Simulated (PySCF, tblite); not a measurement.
# B₂₈N₂₈H₁₈: electronic excitations, NMR shifts

Aim: compute the electronic excitations, NMR shifts of B₂₈N₂₈H₁₈.

Computed with tblite 0.8.0 and PySCF 2.14.0 and routines of our own; the level stands in each step. Atoms count from 0.

### Step 1. The system as given

74 atoms, charge 0, multiplicity 1; geometry from: force field, distance geometry or constructed start.

### Step 2. Geometry optimisation with GFN2-xTB

What the job is given:

```
{"job": {"kind": "relax", "xc": "GFN2-xTB", "basis": "xTB"}, "charge": 0, "multiplicity": 1}
B      3.562800     0.519800     2.698400
N      3.085000     1.750400     2.099800
B      3.459800     0.947200    -1.621800
N      2.830300     2.109400    -2.222300
B      3.006600     1.869300     0.669200
N      2.065900     2.788500     0.069800
B      2.307500     2.619100     2.951000
N      1.142200     3.218800     2.362500
B      1.947500     2.864800    -1.368900
N      0.706000     3.309200    -1.960200
B      0.994700     3.252400     0.917900
N     -0.317500     3.308000     0.326700
B     -0.026600     3.342300     3.213600
N     -1.290500     3.005700     2.612600
B     -0.461800     3.290000    -1.114000
N     -1.677300     2.789600    -1.701300
B     -1.423000     2.941200     1.175200
N     -2.438300     2.101600     0.580000
B     -1.797000     2.707600    -3.146000
N     -2.691600     1.748700    -3.739100
B     -2.243400     2.327200     3.464400
N     -2.962700     1.227300     2.869400
B     -2.524700     1.994300    -0.853300
N     -3.105600     0.804100    -1.454800
B     -3.013800     1.091300     1.429500
N     -3.217400    -0.210400     0.837800
B     -3.135100     0.668000    -2.894900
N     -3.164700    -0.646500    -3.486300
B     -3.210700     0.084500     3.715200
N     -3.013200    -1.213700     3.127200
B     -3.198300    -0.355400    -0.606800
N     -2.841200    -1.616700    -1.198800
B     -2.962800    -1.351100     1.681000
N     -2.239000    -2.450100     1.093300
B     -2.768400    -1.745400    -2.643200
N     -1.913100    -2.740700    -3.236200
B     -2.137000    -2.551400    -0.355500
N     -1.022500    -3.245900    -0.947300
B     -1.291600    -3.135600     1.937100
N     -0.028000    -3.463600     1.345100
B     -0.885300    -3.300200    -2.381800
N      0.422800    -3.472600    -2.975300
B      0.128400    -3.472300    -0.100700
N      1.419700    -3.248900    -0.692200
B      1.135100    -3.339800     2.193900
N      2.305500    -2.741300     1.594700
B      1.555500    -3.192800    -2.132000
N      2.634600    -2.446200    -2.722400
B      2.422400    -2.649200     0.157400
N      3.235000    -1.617300    -0.434100
B      3.087300    -1.880500     2.448800
N      3.564500    -0.645800     1.852100
B      3.296800    -1.486300    -1.877000
N      3.601700    -0.211100    -2.473400
B      3.580600    -0.502800     0.413000
N      3.494700     0.811400    -0.181200
H      3.927100     0.469800     3.809500
H      3.012800     2.383800    -3.204700
H      2.608200     2.824700     4.069700
H      0.659900     3.633500    -2.950800
H      0.057900     3.698100     4.321500
H     -1.161100     3.416000    -3.832500
H     -3.006700     1.832300    -4.728900
H     -2.415800     2.648200     4.575400
H     -3.448000    -0.791200    -4.473500
H     -3.560700     0.208400     4.829900
H     -2.907400    -2.049500     3.729000
H     -2.028200    -3.047800    -4.215300
H     -1.546100    -3.404400     3.043600
H      0.529700    -3.774200    -3.961000
H      1.130800    -3.711000     3.306200
H      2.922000    -2.601400    -3.710000
H      3.329100    -2.151200     3.561400
H      3.919900    -0.122400    -3.456800
```

Run with:

```
$ OMP_NUM_THREADS=8 python large_run.py task.json out
```

One launch serves the whole session: the jobs run in the order shown.

Output:

```text
step      E/eV     max force
  0   -3480.80613    1.586
  1   -3481.49513    1.296
  2   -3482.08538    0.873
  3   -3482.27525    0.582
  4   -3482.41328    0.437
  5   -3482.49462    0.353
  6   -3482.55530    0.259
  7   -3482.58127    0.264
  8   -3482.59854    0.254
  9   -3482.61554    0.222
 10   -3482.63472    0.201
 11   -3482.65436    0.185
 12   -3482.67301    0.196
 13   -3482.69010    0.189
 14   -3482.70494    0.167
 15   -3482.71607    0.142
 16   -3482.72368    0.112
 17   -3482.72984    0.123
 18   -3482.73622    0.122
 19   -3482.74260    0.109
 20   -3482.74777    0.091
 21   -3482.75145    0.083
 22   -3482.75423    0.077
 23   -3482.75654    0.076
 24   -3482.75854    0.073
 25   -3482.76025    0.059
 26   -3482.76182    0.049
 27   -3482.76345    0.052
 28   -3482.76505    0.056
 29   -3482.76640    0.055
 30   -3482.76747    0.045
 31   -3482.76847    0.043
 32   -3482.76964    0.049
 33   -3482.77098    0.057
 34   -3482.77223    0.050
 35   -3482.77316    0.041
 36   -3482.77389    0.038
 37   -3482.77468    0.045
 38   -3482.77559    0.048
 39   -3482.77651    0.044
 40   -3482.77728    0.045
 41   -3482.77796    0.038
 42   -3482.77865    0.037
 43   -3482.77934    0.035
 44   -3482.77990    0.032
 45   -3482.78030    0.032
 46   -3482.78068    0.041
 47   -3482.78112    0.036
 48   -3482.78163    0.035
 49   -3482.78210    0.031
 50   -3482.78252    0.030
 51   -3482.78290    0.034
 52   -3482.78325    0.030
 53   -3482.78356    0.026
 54   -3482.78383    0.029
 55   -3482.78412    0.029
 56   -3482.78443    0.026
 57   -3482.78472    0.024
 58   -3482.78495    0.019
```

Run time: 3.9 s. Hardware: 8 threads of Arm Neoverse V1, shared host; peak memory 0.13 GiB.

Step by step:

```tsv
step	energy from step 0 (eV)	largest force (eV/Å)
0	0.0000	1.5855
1	-0.6890	1.2960
2	-1.2793	0.8729
3	-1.4691	0.5820
4	-1.6072	0.4366
5	-1.6885	0.3528
6	-1.7492	0.2593
7	-1.7751	0.2645
8	-1.7924	0.2541
12	-1.8669	0.1960
16	-1.9176	0.1122
20	-1.9416	0.0908
24	-1.9524	0.0721
28	-1.9589	0.0560
33	-1.9648	0.0573
37	-1.9686	0.0450
41	-1.9718	0.0384
45	-1.9742	0.0320
49	-1.9760	0.0305
54	-1.9777	0.0293
55	-1.9780	0.0286
56	-1.9783	0.0259
57	-1.9786	0.0239
58	-1.9788	0.0191
```

Distances of close pairs at the start and the end, largest changes first:

```tsv
bond	before (Å)	after (Å)	change (Å)
N9–H59	1.043	1.009	-0.035
N19–H62	1.042	1.009	-0.033
N47–H71	1.040	1.009	-0.031
N53–H73	1.037	1.009	-0.028
N27–H64	1.037	1.009	-0.028
N29–H66	1.035	1.008	-0.028
N41–H69	1.036	1.009	-0.027
N3–H57	1.036	1.009	-0.027
```

The end geometry stands in the next job.

### Step 3. Electronic excitations: TDA PBE0/6-31G*

What the job is given:

```
{"job": {"kind": "uv", "basis": "6-31G*", "grid": 1, "kgrid": 0, "vcut": 1.5, "nstates": 6, "ntriplets": 2, "tda": true, "delta": [], "pop": true, "xc": "PBE0"}, "charge": 0, "multiplicity": 1}
B      3.559257     0.535983     2.662996
N      3.095924     1.762710     2.089134
B      3.427457     0.944137    -1.618941
N      2.900586     2.152126    -2.176536
B      2.964017     1.851152     0.653902
N      2.101152     2.827467     0.057199
B      2.337450     2.670482     2.906720
N      1.177259     3.278829     2.330283
B      1.958403     2.877188    -1.372014
N      0.758433     3.427493    -1.921148
B      1.014417     3.249805     0.895469
N     -0.285884     3.381880     0.301708
B      0.008327     3.427383     3.154510
N     -1.248575     3.040984     2.587930
B     -0.432677     3.329484    -1.128634
N     -1.674063     2.873167    -1.718869
B     -1.345188     2.913800     1.154546
N     -2.353941     2.089046     0.562067
B     -1.994684     2.879658    -3.113837
N     -2.744895     1.810363    -3.657517
B     -2.181685     2.322403     3.413371
N     -2.870165     1.207333     2.841713
B     -2.398710     1.954762    -0.865854
N     -2.981454     0.782199    -1.450208
B     -2.848609     1.038792     1.408731
N     -3.101882    -0.240799     0.815622
B     -3.011396     0.635615    -2.873897
N     -3.113636    -0.674044    -3.433112
B     -3.253550     0.076059     3.646661
N     -3.246587    -1.203002     3.047394
B     -3.050240    -0.380367    -0.607998
N     -2.809523    -1.668012    -1.191780
B     -2.935599    -1.390526     1.662641
N     -2.260131    -2.543202     1.101186
B     -2.703080    -1.783937    -2.619198
N     -1.960512    -2.878094    -3.168369
B     -2.100067    -2.583962    -0.334282
N     -1.031091    -3.337095    -0.928650
B     -1.297990    -3.232496     1.916155
N     -0.020460    -3.533195     1.344475
B     -0.880192    -3.361770    -2.357378
N      0.417723    -3.602667    -2.913378
B      0.126414    -3.472217    -0.089828
N      1.416865    -3.284913    -0.685068
B      1.150541    -3.390753     2.165939
N      2.297173    -2.754561     1.592433
B      1.540497    -3.206479    -2.114143
N      2.660385    -2.509201    -2.671139
B      2.364301    -2.610071     0.157084
N      3.209267    -1.617809    -0.437806
B      3.089523    -1.878968     2.412693
N      3.533527    -0.643750     1.841410
B      3.252284    -1.478492    -1.867655
N      3.659683    -0.222853    -2.421660
B      3.492089    -0.489861     0.406053
N      3.490480     0.813390    -0.188884
H      3.819510     0.464338     3.802548
H      2.834135     2.230058    -3.180449
H      2.577526     2.794728     4.046055
H      0.644252     3.441019    -2.923158
H      0.100689     3.710968     4.286482
H     -1.623495     3.742199    -3.822278
H     -2.934242     1.799295    -4.648203
H     -2.270470     2.562598     4.556484
H     -3.102014    -0.778784    -4.436876
H     -3.495120     0.200951     4.786267
H     -3.329314    -2.017442     3.634815
H     -1.886267    -2.955533    -4.171928
H     -1.488905    -3.419107     3.058345
H      0.513580    -3.606305    -3.917977
H      1.118117    -3.654763     3.306775
H      2.738386    -2.445921    -3.675379
H      3.247950    -2.107959     3.550341
H      3.682940    -0.121466    -3.425498
```

Level: TDA PBE0/6-31G*, vertical, gas phase, core orbitals frozen in the response, virtual orbitals cut by energy.

Output:

```text
start: PBE on a coarse grid of 65095 points
cycle   1  E = -2239.3150953579  dE =  1.098e+01  |g| = 1.928e+00  |ddm| = 1.032e+01
cycle   2  E = -2237.8886478810  dE =  1.426e+00  |g| = 3.139e+00  |ddm| = 4.668e+00
cycle   3  E = -2240.1378047567  dE = -2.249e+00  |g| = 2.859e-01  |ddm| = 3.126e+00
cycle   4  E = -2240.1572298894  dE = -1.943e-02  |g| = 1.383e-01  |ddm| = 4.548e-01
cycle   5  E = -2240.1617129769  dE = -4.483e-03  |g| = 4.300e-02  |ddm| = 1.583e-01
cycle   6  E = -2240.1621472703  dE = -4.343e-04  |g| = 1.440e-02  |ddm| = 5.461e-02
cycle   7  E = -2240.1621946876  dE = -4.742e-05  |g| = 3.239e-03  |ddm| = 1.346e-02
final grid: 288532 points
cycle   8  E = -2239.9653723243  dE = -3.658e-02  |g| = 4.999e-02  |ddm| = 8.539e-01
cycle   9  E = -2239.9658035184  dE = -4.312e-04  |g| = 3.363e-02  |ddm| = 9.417e-02
cycle  10  E = -2239.9660612895  dE = -2.578e-04  |g| = 1.176e-02  |ddm| = 3.977e-02
cycle  11  E = -2239.9660897779  dE = -2.849e-05  |g| = 2.779e-03  |ddm| = 1.119e-02
cycle  12  E = -2239.9660897948  dE = -1.691e-08  |g| = 1.194e-03  |ddm| = 3.963e-03
cycle  13  E = -2239.9660891090  dE =  6.859e-07  |g| = 2.763e-04  |ddm| = 1.220e-03
cycle  14  E = -2239.9660924848  dE = -3.376e-06  |g| = 7.771e-05  |ddm| = 3.071e-04
converged SCF energy = -2239.9660924848

Static polarisability (au): isotropic 413.960, principal 376.090 395.779 470.012

Singlet excitations
state   eV       nm        f      main configurations
  1   5.6963    217.7   0.02415   H->L 0.81
  2   5.8099    213.4   0.01116   H-1->L 0.69, H-3->L 0.10
  3   5.8497    211.9   0.00281   H->L+1 0.60, H-1->L+1 0.16
  4   5.8934    210.4   0.00006   H-1->L+1 0.64, H->L+1 0.18
  5   6.0321    205.5   0.01120   H->L+4 0.21, H-2->L+1 0.11, H->L+3 0.11
  6   6.0823    203.8   0.00966   H-1->L+2 0.23, H->L+2 0.21, H-4->L+2 0.09

Triplet excitations (Tamm-Dancoff, eV): 5.4117 5.5415
```

It took 2.3 min on 8 threads of Arm Neoverse V1, shared host; peak memory 6 GiB.

Frontier orbitals and where they lie:

```tsv
orbital	eV	atoms
HOMO−4	-7.21	N41 9 %, N21 7 %, N29 7 %
HOMO−3	-7.09	N3 9 %, N27 9 %, N31 7 %
HOMO−2	-7.06	N43 8 %, N35 8 %, N9 8 %
HOMO−1	-6.74	N47 14 %, N41 13 %, N53 11 %
HOMO	-6.69	N9 14 %, N3 10 %, N15 9 %
LUMO	-0.15	B12 13 %, B16 10 %, B18 8 %
LUMO+1	-0.06	B38 19 %, B42 9 %, B44 7 %
LUMO+2	0.24	B44 16 %, B32 13 %, B28 12 %
LUMO+3	0.28	B0 25 %, B44 10 %, B28 6 %
```

With each of the 6 states as a Gaussian band of 0.4 eV half-width at 1/e, the curve within the window shown has maxima at 212 nm (ε 2,100) L/(mol cm). Beyond the last state computed it falls off for lack of states. The curve at chosen wavelengths:

```csv
nm,ε (L/mol/cm)
194,563
196,758
198,974
200,1201
202,1425
204,1631
206,1808
208,1942
210,2026
212,2056
214,2030
216,1953
218,1832
219,1758
221,1589
223,1403
225,1210
227,1021
229,843
231,681
233,540
235,420
237,320
239,240
241,177
243,128
```

Ground-state properties from the same run:

```tsv
property	computed
dipole moment (D)	10.50
polarisability (Å³)	61.34
HOMO–LUMO gap (eV)	6.54
−ε(HOMO) (eV)	6.69
```

(Part 1 of 2 ends here.)
